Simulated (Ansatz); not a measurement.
# Si2C3: the cost of one run

Computed with Ansatz 0.2.0 (DFT PBE, scalar-relativistic, plane waves, PAW, unless a step's input says otherwise).

2 further runs of the same task are left out: 1 that didn't finish, 1 set aside as unsound or not needed. Runs told in other sessions of the task aren't counted.

## (1) Starting point

It takes space group P-3m1 (No. 164, trigonal). Conventional cell: a = 2.719 Å, b = 2.719 Å, c = 6.861 Å, α = 90.00°, β = 90.00°, γ = 120.00°. Si (site symmetry 3m) has 4 C at 1.97 to 2.02 Å in its first shell of neighbours. C (site symmetry 3m) is surrounded by 3 C at 1.63 Å. C (site symmetry -3m) has 6 Si at 1.97 Å in its first shell of neighbours.

As a file:

```xyz
5
Lattice="2.7193 0.0000 0.0000 -1.3596 2.3550 0.0000 0.0000 0.0000 6.8610" Properties=species:S:1:pos:R:3 pbc="T T T"
Si    0.0000    1.5700    1.1862
Si    1.3596    0.7850    5.6748
C     0.0000    1.5700    3.2093
C     1.3596    0.7850    3.6517
C     0.0000    0.0000    0.0000
```

It is the end of an earlier relaxation with the same method, from a database cell with other species swapped in; it needn't be the stable form of this composition. At a tolerance of 0.05 Å it has space group P-3m1 (No. 164); it has 8.79 Å³/atom, an uncorrected energy of +0.84 eV/atom over the elements.

## (2) Bands, states and charges

File input.yaml:

```yaml
crystal:
  lattice:
    - [2.7192691195, 0.0, 0.0]
    - [-1.3596345598, 2.3549561372, 0.0]
    - [0.0, 0.0, 6.8609765281]
  atoms:
    - { symbol: Si, position: [0.3333333333, 0.6666666667, 0.172890349] }
    - { symbol: Si, position: [0.6666666667, 0.3333333333, 0.827109651] }
    - { symbol: C, position: [0.3333333333, 0.6666666667, 0.4677607224] }
    - { symbol: C, position: [0.6666666667, 0.3333333333, 0.5322392776] }
    - { symbol: C, position: [0.0, 0.0, 0.0] }
basis:
  ecutwfc: 420
kpoints:
  mp_grid: { grid: [18, 18, 6] }
  band_path:
    path:
      - [[0.0, 0.0, 0.0], [0.5, 0.0, 0.0], [0.33333333, 0.33333333, 0.0], [0.0, 0.0, 0.0], [0.0, 0.0, 0.5], [0.5, 0.0, 0.5], [0.33333333, 0.33333333, 0.5], [0.0, 0.0, 0.5]]
      - [[0.5, 0.0, 0.5], [0.5, 0.0, 0.0]]
      - [[0.33333333, 0.33333333, 0.5], [0.33333333, 0.33333333, 0.0]]
    npoints: 14
hamiltonian:
  xc: pbe
scf:
  occupations: { method: gaussian, width: 0.1 }
  n_extra_bands: 12
output:
  forces: true
  stress: true
  eigenvalues: true
  populations: true
  dos: { projected: true, de: 0.02, nscf_kmesh: { grid: [22, 22, 8] } }
  bader: true
  write_density: true
  write_potential: true
  elf: true
  volumetric_format: npy
```

Run with:

```console
> ansatz run input.yaml --threads 1 --pin off --max-ram 2560MiB --backend cpu --events-out ev --progress --plain --runs-dir out
```

**Question.** How long does this run take on 1 thread of AMD EPYC (Zen 3), shared host, and how much memory does it need?

About 2.6 min, with a peak of 0.5 GiB.
